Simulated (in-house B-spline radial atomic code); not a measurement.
**Tc²⁷⁺: excited configurations**

Wanted: excitation energies of Tc²⁷⁺ as differences of total energies (ΔSCF).

Method: Dirac-Hartree-Fock, average of configuration, Fermi nucleus, basis-set limit. Code: in-house B-spline radial atomic code version 1.

## Step 1: The system

| Quantity | Value |
| --- | --- |
| element | technetium (Z = 43) |
| charge | +27 |
| electrons | 16 |
| configuration | [Ne] 3s2 3p4 |
| Hamiltonian | Dirac-Coulomb |
| nucleus | Fermi, rms radius 4.411 fm |

Outer shells as boxes (Hund's rule):

[Ne] 3s2 3p4
```
[Ne] core
3s [↑↓]
3p [↑↓][↑ ][↑ ]
```

The boxes draw the filling by Hund's rule, which heavy ions in jj coupling don't follow; these runs average over all states of the configuration.

Settings, as recorded:

```ini
Z = 43
electrons = 16.0
configuration = [Ne] 3s2 3p4
hamiltonian = dirac
method = hf
spin_polarised = False
nucleus = fermi
rms_radius = 4.411169945885085
mass_number = 97
atomic_mass = 96.90636072
speed_of_light = 137.035999084
```

From the earlier run of the reference: total energy -3780.175115 hartree. Levels, eight at most:

```
orbital  occupation  energy (eV)  <r> (bohr)
  1s1/2           2     -22473.7     0.03427
  2s1/2           2     -4353.06      0.1470
  2p1/2           2     -4110.70      0.1255
  2p3/2           4     -3989.27      0.1299
  3s1/2           2     -1593.81      0.3688
  3p1/2     1.33333     -1508.58      0.3549
  3p3/2     2.66667     -1480.95      0.3619
```

## Step 2: Run with [Ne] 3s1 3p4 7s1

Settings, as recorded:

```ini
Z = 43
electrons = 16.0
configuration = [Ne] 3s1 3p4 7s1
hamiltonian = dirac
method = hf
spin_polarised = False
nucleus = fermi
rms_radius = 4.411169945885085
mass_number = 97
atomic_mass = 96.90636072
speed_of_light = 137.035999084
```

## Step 3: Run with [Ne] 3s1 3p4 6s1

Changes to the settings of step 2:

```diff
@@ -2,3 +2,3 @@
 electrons = 16.0
-configuration = [Ne] 3s1 3p4 7s1
+configuration = [Ne] 3s1 3p4 6s1
 hamiltonian = dirac
```

## Step 4: Run with [He] 2s2 2p5 3s2 3p4 7s1

Changes to the settings of step 3:

```diff
@@ -2,3 +2,3 @@
 electrons = 16.0
-configuration = [Ne] 3s1 3p4 6s1
+configuration = [He] 2s2 2p5 3s2 3p4 7s1
 hamiltonian = dirac
```

## Step 5: Configuration [Ne] 3s1 3p4 5g1

Changes to the settings of step 4:

```diff
@@ -2,3 +2,3 @@
 electrons = 16.0
-configuration = [He] 2s2 2p5 3s2 3p4 7s1
+configuration = [Ne] 3s1 3p4 5g1
 hamiltonian = dirac
```

## Step 6: Run with [Ne] 3s1 3p4 5f1

Changes to the settings of step 5:

```diff
@@ -2,3 +2,3 @@
 electrons = 16.0
-configuration = [Ne] 3s1 3p4 5g1
+configuration = [Ne] 3s1 3p4 5f1
 hamiltonian = dirac
```

**Question.** How far above the reference does each configuration lie (order and size, in eV)?

**Answer**, as computed:

| net move | configuration | energy above the reference (eV) | with Breit, QED, recoil (eV) | largest <r> (bohr) |
| --- | --- | --- | --- | --- |
| 3s → 5f | [Ne] 3s1 3p4 5f1 | 1156.42 | 1155.06 | 1.09 |
| 3s → 5g | [Ne] 3s1 3p4 5g1 | 1164.95 | 1163.59 | 0.975 |
| 3s → 6s | [Ne] 3s1 3p4 6s1 | 1256.05 | 1254.82 | 1.70 |
| 3s → 7s | [Ne] 3s1 3p4 7s1 | 1350.23 | 1348.95 | 2.35 |
| 2p → 7s | [He] 2s2 2p5 3s2 3p4 7s1 | 3778.23 | 3773.70 | 2.35 |

Quantum defects of the promoted electron, δ = n − ζ/√(−2ε) with ζ = 28 and ε its orbital energy in hartree:

| promotion | δ |
| --- | --- |
| 3s → 5f | 0.058 |
| 3s → 5g | 0.009 |
| 3s → 6s | 0.418 |
| 3s → 7s | 0.403 |
| 2p → 7s | 0.385 |

What this shows: The lowest of them is 3s → 5f at 1156.42 eV and the highest 2p → 7s at 3778.23 eV. 1 of them lies more than 2 % above the ionisation threshold that Koopmans' theorem gives (1480.95 eV), where such states can decay by emitting an electron. Of those tabulated, the defect is largest for 6s (0.42) and least for 5g (0.01); at this charge much of the defect is relativistic. Two partly filled shells share a symmetry and can mix in the average, which may lower the energy, for: 3s → 6s; 3s → 7s; 2p → 7s. These are averages over configurations, without correlation, not spectroscopic levels.
